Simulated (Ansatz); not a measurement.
# WSe2: how the settings move a relaxation

Aim: see which settings change the result for WSe2, by how much, and at what cost.

Program: Ansatz 0.2.0. Level of theory: reference: DFT, LDA, PAW with Ansatz's default frozen-core files, scalar-relativistic; relaxation of atoms. These are calculated values, not measurements.

## Step 1: Starting point

The structure is hexagonal, space group P6_3/mmc (No. 194). The conventional cell has a = 3.233 Å, b = 3.233 Å, c = 12.757 Å, α = 90.00°, β = 90.00°, γ = 120.00°. Around W (site symmetry -6m2) lie 6 Se at 2.50 Å. Se (site symmetry 3m) has 3 W at 2.50 Å as nearest neighbours.

Structure file:

```
W Se
1.0
     3.23344    0.00000    0.00000
    -1.61672    2.80024    0.00000
     0.00000    0.00000   12.75744
W Se
2 4
Direct
  0.33333 0.66667 0.25000
  0.66667 0.33333 0.75000
  0.33333 0.66667 0.62000
  0.66667 0.33333 0.12000
  0.33333 0.66667 0.88000
  0.66667 0.33333 0.38000
```

## Step 2: Baseline

input.yaml reads:

```yaml
crystal:
  lattice:
    - [3.23343834199, 0.0, 0.0]
    - [-1.616719171, 2.80023974574, 0.0]
    - [0.0, 0.0, 12.75743933479]
  atoms:
    - { symbol: W, position: [0.333333333333, 0.666666666667, 0.25] }
    - { symbol: W, position: [0.666666666667, 0.333333333333, 0.75] }
    - { symbol: Se, position: [0.333333333333, 0.666666666667, 0.619998248259] }
    - { symbol: Se, position: [0.666666666667, 0.333333333333, 0.119998248259] }
    - { symbol: Se, position: [0.333333333333, 0.666666666667, 0.880001751741] }
    - { symbol: Se, position: [0.666666666667, 0.333333333333, 0.380001751741] }
kpoints:
  mp_grid: { grid: [6, 6, 2] }
scf:
  occupations: { method: fixed }
hamiltonian:
  xc: lda
  pseudopotentials: { kind: paw }
relax:
  f_tol: 0.002
  max_steps: 80
output:
  forces: true
  stress: true
  write_density: true
  write_potential: true
  elf: true
  volumetric_format: npy
```

Launch:

```
$ ansatz run input.yaml --threads 2 --pin off --max-ram 6144MiB --backend cpu --events-out ev --progress --plain --runs-dir out
```

## Step 3: The same system, input altered

input.yaml reads:

```yaml
crystal:
  lattice:
    - [3.23343834199, 0.0, 0.0]
    - [-1.616719171, 2.80023974574, 0.0]
    - [0.0, 0.0, 12.75743933479]
  atoms:
    - { symbol: W, position: [0.333333333333, 0.666666666667, 0.25], spin: 0.2 }
    - { symbol: W, position: [0.666666666667, 0.333333333333, 0.75], spin: 0.2 }
    - { symbol: Se, position: [0.333333333333, 0.666666666667, 0.619998248259], spin: 0.2 }
    - { symbol: Se, position: [0.666666666667, 0.333333333333, 0.119998248259], spin: 0.2 }
    - { symbol: Se, position: [0.333333333333, 0.666666666667, 0.880001751741], spin: 0.2 }
    - { symbol: Se, position: [0.666666666667, 0.333333333333, 0.380001751741], spin: 0.2 }
kpoints:
  mp_grid: { grid: [6, 6, 2], shift: [0.5, 0.5, 0.5] }
scf:
  occupations: { method: fixed }
hamiltonian:
  xc: lda
  pseudopotentials: { kind: paw }
relax:
  f_tol: 0.002
  max_steps: 80
output:
  forces: true
  stress: true
magnetization:
  spin_polarized: true
```

(Steps that only read results are left out.)

Q: Predict the outcome of this session. Wanted: for each run, ending; energy change.

**Answer**, as computed:

```
                                                                    run     ending  energy change  cycles    time
                                                              reference  converged              -      22   6.7 s
1: starting moments, mp_grid.shift [0.5, 0.5, 0.5], spin_polarized true    refused              -       -  0.12 s
```

Times don't compare one to one where runs were asked for different outputs or read a saved state (see the inputs); cycles may leave out searches for a lower state.

What this shows: With the changed spin polarisation and k-point mesh the run ends refused. The gap of the reference lacks spin-orbit coupling, though the cell holds W. 1 of the 1 altered inputs did not end normally.

These are semilocal Kohn-Sham gaps, which aren't the measured quantity. Such gaps usually fall short of the measured ones.
